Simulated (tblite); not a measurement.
# C7H12OSi: the cost of one run

Programs: tblite 0.8.0 and PySCF 2.14.0, with density-fitted response routines of our own. Each step states its level of theory. These are calculated values for one molecule in the gas phase, unless marked as measured. Atoms are numbered from 0 throughout.

## Step 1: The molecule as given

21 atoms, charge 0, multiplicity 1; geometry from: force field or distance geometry start.

Bonds of the start (Å): C0–C1 1.34, C1–C2 1.48, C2–Si3 1.84, Si3–C4 1.87, C4–C5 1.51, C5–C6 1.50, C6–C7 1.48, C7–O8 1.24, C6–Si3 1.82, C0–H9 1.10, C0–H10 1.07, C1–H11 1.09, C2–H12 1.13, C2–H13 1.10, Si3–H14 1.48, C4–H15 1.10, C4–H16 1.11, C5–H17 1.10, C5–H18 1.12, C6–H19 1.13, C7–H20 1.10.

## Step 2: Geometry optimisation with GFN2-xTB

What the job is given:

```
{"job": {"kind": "relax", "xc": "GFN2-xTB", "basis": "xTB"}, "charge": 0, "multiplicity": 1}
C      3.595200     0.180700     0.056100
C      2.356200    -0.214500    -0.252800
C      1.197800     0.705000    -0.297300
Si    -0.089500     0.187700     0.906600
C     -0.781100    -1.517000     0.590200
C     -1.844600    -0.979700    -0.341000
C     -1.852400     0.282400     0.462900
C     -2.351700     1.509600    -0.200000
O     -2.747600     1.491800    -1.377600
H      3.785800     1.242600     0.284900
H      4.380100    -0.549100     0.076900
H      2.226600    -1.278600    -0.450500
H      1.571400     1.706200     0.058700
H      0.842100     0.785500    -1.331300
H      0.253400     0.362700     2.333000
H     -1.184500    -1.939600     1.527900
H     -0.122400    -2.209900     0.030800
H     -1.542300    -0.808300    -1.386200
H     -2.822900    -1.519400    -0.271200
H     -2.486800     0.116600     1.385700
H     -2.391700     2.462200     0.348300
```

On the command line:

```
$ OMP_NUM_THREADS=1 python probes_run.py task.json out
```

This one command runs all jobs of the session in turn.

Q: Estimate the wall time and peak memory of this first job on 1 thread of Arm Neoverse N1, shared host.

About 2 s, with a peak of 0.18 GiB.
